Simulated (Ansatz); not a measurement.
Predict the output of the script below (the Python package of Ansatz (0.2.0)).

The script, `te2mo_convert.py`:
```python
"""Write the input file for Te2Mo without running it."""

import ansatz as az

lattice = az.Lattice.of(
    (6.36161, 0.0, 0.0),
    (0.0, 3.4804, 0.0),
    (-0.08574, 0.0, 36.17589),
)
sites = [
    ("Te", (0.07915, 0.75, 0.44347)),
    ("Te", (0.92085, 0.25, 0.55653)),
    ("Te", (0.57075, 0.25, 0.4593)),
    ("Te", (0.42925, 0.75, 0.5407)),
    ("Mo", (0.81865, 0.75, 0.50253)),
    ("Mo", (0.18135, 0.25, 0.49747)),
]
te2mo = az.Crystal(lattice=lattice)
for symbol, position in sites:
    te2mo = te2mo.atom(symbol, position)

job = te2mo.calculation()
job = job.functional("pbesol")
job = job.basis(550)
job = job.kpoints(5, 10, 1, center="gamma")
job = job.occupations(az.OccupationsMethod.FERMI_DIRAC)
text = job.to_yaml()
print(text)
print("sections:", sorted(job.input().to_dict()))
```

```console
$ python te2mo_convert.py
crystal:
  lattice:
    - [6.36161, 0.0, 0.0]
    - [0.0, 3.4804, 0.0]
    - [-0.08574, 0.0, 36.17589]
  atoms:
    - { symbol: Te, position: [0.07915, 0.75, 0.44347] }
    - { symbol: Te, position: [0.92085, 0.25, 0.55653] }
    - { symbol: Te, position: [0.57075, 0.25, 0.4593] }
    - { symbol: Te, position: [0.42925, 0.75, 0.5407] }
    - { symbol: Mo, position: [0.81865, 0.75, 0.50253] }
    - { symbol: Mo, position: [0.18135, 0.25, 0.49747] }
basis:
  ecutwfc: 550.0
kpoints:
  mp_grid:
    grid: [5, 10, 1]
    shift: [0.0, 0.0, 0.0]
hamiltonian:
  xc: pbesol
scf:
  occupations:
    method: fermi_dirac

sections: ['basis', 'crystal', 'hamiltonian', 'kpoints', 'scf']
```

The input is only written out: it wasn't run, and its settings aren't tested. The structure comes from a database and needn't be a stable phase.
